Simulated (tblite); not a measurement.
# C7H14FNSi: the cost of one run

Programs: tblite 0.8.0 and PySCF 2.14.0, with density-fitted response routines of our own. Each step states its level of theory. These are calculated values for one molecule in the gas phase, unless marked as measured. Atoms are numbered from 0 throughout.

## Step 1: The molecule as given

24 atoms, charge 0, multiplicity 1; geometry from: force field or distance geometry start.

Bonds of the start (Å): C0–C1 1.35, C1–F2 1.39, C1–Si3 1.83, Si3–C4 1.89, C4–C5 1.50, C5–N6 1.42, N6–C7 1.47, N6–C8 1.45, C8–C9 1.49, C5–Si3 1.84, C0–H10 1.09, C0–H11 1.10, Si3–H12 1.43, C4–H13 1.12, C4–H14 1.11, C5–H15 1.12, C7–H16 1.09, C7–H17 1.11, C7–H18 1.10, C8–H19 1.12, C8–H20 1.11, C9–H21 1.13, C9–H22 1.11, C9–H23 1.13.

## Step 2: Relaxing the molecule with GFN2-xTB

What the job is given:

```
{"job": {"kind": "relax", "xc": "GFN2-xTB", "basis": "xTB"}, "charge": 0, "multiplicity": 1}
C      3.711300     0.172200     0.721300
C      2.762100    -0.634100     0.207200
F      2.643800    -1.863100     0.836700
Si     1.716200    -0.161300    -1.218900
C      0.577700     1.281300    -0.791800
C     -0.110600    -0.030100    -1.046400
N     -0.867500    -0.702600    -0.043900
C     -1.349600    -2.009900    -0.527700
C     -2.094400     0.042400     0.155400
C     -1.940100     1.384900     0.785100
H      3.858200     1.155300     0.281200
H      4.298500    -0.168700     1.584600
H      2.235300    -0.159500    -2.550400
H      0.471400     2.070100    -1.583400
H      0.604800     1.623800     0.259200
H     -0.631400    -0.038800    -2.039300
H     -0.737800    -2.830700    -0.162800
H     -2.386000    -2.148400    -0.141400
H     -1.426800    -1.949700    -1.625000
H     -2.524300     0.211400    -0.869000
H     -2.868100    -0.536600     0.702600
H     -1.691200     2.214000     0.056600
H     -1.291100     1.439300     1.685500
H     -2.972300     1.658700     1.165800
```

The run is started by

```
$ OMP_NUM_THREADS=1 python probes_run.py task.json out
```

One launch serves the whole session: the jobs run in the order shown.

**Question.** How long does this first job take on 1 thread of Arm Neoverse V2, shared host, and how much memory does it need?

About 2.2 s, with a peak of 0.18 GiB.
